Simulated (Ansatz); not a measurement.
**H₄MoN₂O₂: a ladder of functionals and wavefunction methods**

One table from this session's results is given with a row withheld; the runs are named, their logs left out.

Method: functionals in def2-TZVPP, the program's frozen cores in correlated methods; program: Ansatz 0.2.0, Gaussian basis.

Plan: LDA (SPW92), PBE-D4, revPBE-D4, BLYP-D4, r2SCAN-D4, B97M-V, PBE0-D4, B3LYP-D4, r2SCANh-D4, r2SCAN0-D4, HSE06-D4, BHLYP-D4, CAM-B3LYP-D4, LC-ωPBE, ωB97X-V, ωB97M-V, B2PLYP, PBE-QIDH; CCSD(T)/def2-SVP; CCSD(T)/def2-TZVPP; MP2/def2-QZVPP; extrapolation to the limit; RPA on PBE.

1 further run of the same task is left out (for a known fault of the program).

**Structure used throughout**

All runs share one geometry, relaxed beforehand with PBE0-D4 in a triple-zeta def2 set. Mo takes the def2 core potential; no spin-orbit term is included.

SMILES `[NH]=[Mo](=[NH])([OH])[OH]`, 9 atoms, charge 0, spin multiplicity 1.

Atoms are counted from 1 here; the program's logs count them from 0.

Bond lengths: N1–Mo2 1.725 Å, N1–H6 1.010 Å, Mo2–N3 1.725 Å, Mo2–O4 1.892 Å, Mo2–O5 1.892 Å, N3–H7 1.010 Å, O4–H8 0.960 Å, O5–H9 0.960 Å. Angles: Mo2–N1–H6 154.5°, N1–Mo2–N3 111.3°, N1–Mo2–O4 109.1°, N1–Mo2–O5 107.5°, N3–Mo2–O4 107.5°, N3–Mo2–O5 109.1°, O4–Mo2–O5 112.4°, Mo2–N3–H7 154.4°, Mo2–O4–H8 118.7°, Mo2–O5–H9 118.7°.

Geometry (Å):

```
N    -0.6205   -0.1027   -1.5291
Mo   -0.0608   -0.0396    0.1013
N     1.5616    0.5405    0.1855
O    -0.0799   -1.7861    0.8296
O    -1.1916    1.1472    1.0466
H    -0.5334    0.0169   -2.5285
H     2.4270    0.8853   -0.2055
H    -0.6158   -2.4578    0.4012
H    -0.7982    1.7501    1.6819
```

Set-up of the first run:

in.yaml

```yaml
crystal:
  periodic: [false, false, false]
  atoms:
    - {symbol: N, position_ang: [-0.620523, -0.102650, -1.529114]}
    - {symbol: Mo, position_ang: [-0.060788, -0.039638, 0.101252]}
    - {symbol: N, position_ang: [1.561612, 0.540477, 0.185526]}
    - {symbol: O, position_ang: [-0.079932, -1.786085, 0.829621]}
    - {symbol: O, position_ang: [-1.191616, 1.147173, 1.046610]}
    - {symbol: H, position_ang: [-0.533430, 0.016869, -2.528486]}
    - {symbol: H, position_ang: [2.426976, 0.885334, -0.205495]}
    - {symbol: H, position_ang: [-0.615774, -2.457830, 0.401194]}
    - {symbol: H, position_ang: [-0.798224, 1.750149, 1.681893]}
basis:
  gaussian: {orbitals: def2-TZVPP}
hamiltonian: {xc: lda}
output: {orbitals: {seedname: orbitals}}
```

On the command line:

```console
ansatz run in.yaml --threads 4 --pin off --events-out ev --progress --plain --max-ram 10444MiB
```

Among the steps run: LDA; PBE-D4 (GGA); revPBE-D4 (GGA); BLYP-D4 (GGA); r2SCAN-D4 (meta-GGA); B97M-V (meta-GGA); B3LYP-D4 (hybrid); r2SCANh-D4 (hybrid); r2SCAN0-D4 (hybrid); HSE06-D4 (hybrid); BHLYP-D4 (hybrid); CAM-B3LYP-D4 (range-separated); LC-ωPBE (range-separated); ωB97X-V (range-separated); ωB97M-V (range-separated); B2PLYP (double hybrid); PBE-QIDH (double hybrid).

One of the session's tables, all rows but one given; the rest of the session is left out.

It belongs to the step «Orbital energies across the functionals». 

```
  functional  HOMO (eV)  gap (eV)
 LDA (SPW92)      -6.58      4.36
      PBE-D4      -6.38      4.36
   revPBE-D4          ?         ?
     BLYP-D4      -6.26      4.33
   r2SCAN-D4      -6.67      4.72
      B97M-V      -6.71      4.83
     PBE0-D4      -7.76      6.51
    B3LYP-D4      -7.52      6.04
  r2SCANh-D4      -7.19      5.53
  r2SCAN0-D4      -7.97      6.75
    HSE06-D4      -7.35      5.73
    BHLYP-D4      -9.03      8.67
CAM-B3LYP-D4      -9.13      8.94
     LC-ωPBE     -10.46     11.41
     ωB97X-V     -10.10     10.99
     ωB97M-V     -10.03     10.83
```

**Question.** Estimate the row for revPBE-D4.

The run gave: HOMO (eV): -6.30; gap (eV): 4.37. In the column «HOMO (eV)» it lies between PBE-D4 (-6.38) and BLYP-D4 (-6.26).
